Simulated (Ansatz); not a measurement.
I need a comparison of norm-conserving and PAW potentials of BaCd2Sb2, space group P-3m1. Use Ansatz 0.2.0, Python API. Settings (first run): PBEsol, PAW, the default cutoff (420 eV here), 5×5×3 k-points, cold smearing of 0.02 eV.

Contents of `bacd2sb2.xyz`:
```text
5
Lattice="4.83139902 0.0 0.0 -2.41569951 4.18411429 0.0 0.0 0.0 8.15886638" Properties=species:S:1:pos:R:3 pbc="T T T"
Ba    0.00000000    0.00000000    0.00000000
Cd    2.41569953    1.39470475    5.16326214
Cd   -0.00000002    2.78940954    2.99560424
Sb    2.41569953    1.39470475    2.16527168
Sb   -0.00000002    2.78940954    5.99359470
```

`nc_paw.py`
```python
"""Two kinds of potentials on BaCd2Sb2."""

import ansatz as az
import numpy as np
from tabulate import tabulate

SMEARING = "Marzari-Vanderbilt"
KSPACING = 0.36
SCF_TOL = 1e-07


def count_gap(report):
    # lowest empty less highest filled band, counting bands; zero where they overlap
    return max(report.get("gap_by_band_count_ev") or 0.0, 0.0)

system = az.Crystal.from_extxyz("bacd2sb2.xyz")

calc = (
    system.calculation()
    .occupations(SMEARING, width=20 * az.meV)
    .functional(az.Functional.PBESOL)
    .kpoints(spacing=KSPACING)  # the mesh must be finer for metals
    .scf(tolerance=SCF_TOL)
    .stress()
    .forces()  # minus the gradient of the free energy
    .band_table()  # levels at the mesh points
)
variants = {
    "PAW": calc.pseudopotentials("paw"),
    "norm-conserving": calc.pseudopotentials("nc"),
}
# totals differ by the cores that each treatment holds, so compare what does not depend on them
rows = []
for label, variant in variants.items():
    data = variant.run(threads=1).report
    levels = np.array(data["eigenvalues_ev"][0]) - data["fermi_energy_ev"]
    print(label, "levels at the first k-point near E_F:", np.round(levels[np.abs(levels) < 5], 3))
    rows.append((label, data["n_electrons"], np.trace(data["stress_gpa"]) / 3, float(np.abs(data["forces_ev_ang"]).max()), count_gap(data)))
print(tabulate(rows, headers=["treatment", "electrons in bands", "P GPa", "max force component eV/A", "gap by band count eV"], floatfmt=".4f", tablefmt="simple"))
```

```console
$ python nc_paw.py
DeckWarning: basis.ecutwfc = 420 eV, auto-derived from the records' recommended cutoffs: set by Ba (normal level)
DeckWarning: output.stress: scf.convergence.dr2_threshold = 1e-7 eV (the SCF's general default) is looser than the 5e-10 eV advised for a printed stress (1e-10 eV for each atom of the cell: 5). What [...]
PAW levels at the first k-point near E_F: [-4.053 -1.091 -1.091 -0.174  0.077  0.077  0.119  0.511  1.672  2.226
  2.226  2.907  2.907]
DeckWarning: basis.ecutwfc = 1387.780699 eV, auto-derived from the records' recommended cutoffs: set by Cd (normal level)
norm-conserving levels at the first k-point near E_F: [-4.052 -1.09  -1.09  -0.175  0.078  0.078  0.12   0.508  1.676  2.229
  2.229  2.911  2.911]
treatment          electrons in bands    P GPa    max force component eV/A    gap by band count eV
---------------  --------------------  -------  --------------------------  ----------------------
PAW                           80.0000  -1.7582                      0.0151                  0.0000
norm-conserving               80.0000  -1.7535                      0.0098                  0.0000
```
(Warnings from the package without file and line, shortened.)

PAW gives -1.758 GPa and norm-conserving -1.753 GPa, 0.005 GPa apart. They took 6.5 and 50.3 s of processor time.

Caveats:
- The computed bands are complete only to about 2.9 eV above the Fermi level.
- For a metal this k-point mesh is coarse: on a finer one energies can move by several to tens of meV an atom and pressures by half a GPa or more, differences at one mesh by less.
- A gap by band count of zero or less means overlapping bands, a metal.
- The structure comes from a database of computed cells and needn't be a stable or known phase.
- Levels are Kohn-Sham eigenvalues on this mesh, without spin-orbit coupling.
- Stress is positive in compression.
- Run time: 58 s on 1 thread of Arm Neoverse V1 (shared host), peak memory 1 GiB.

(A comment or docstring line of the script was reworded after the run, the code is as it ran; lines on the test bed's own set-up are left out of the output.)
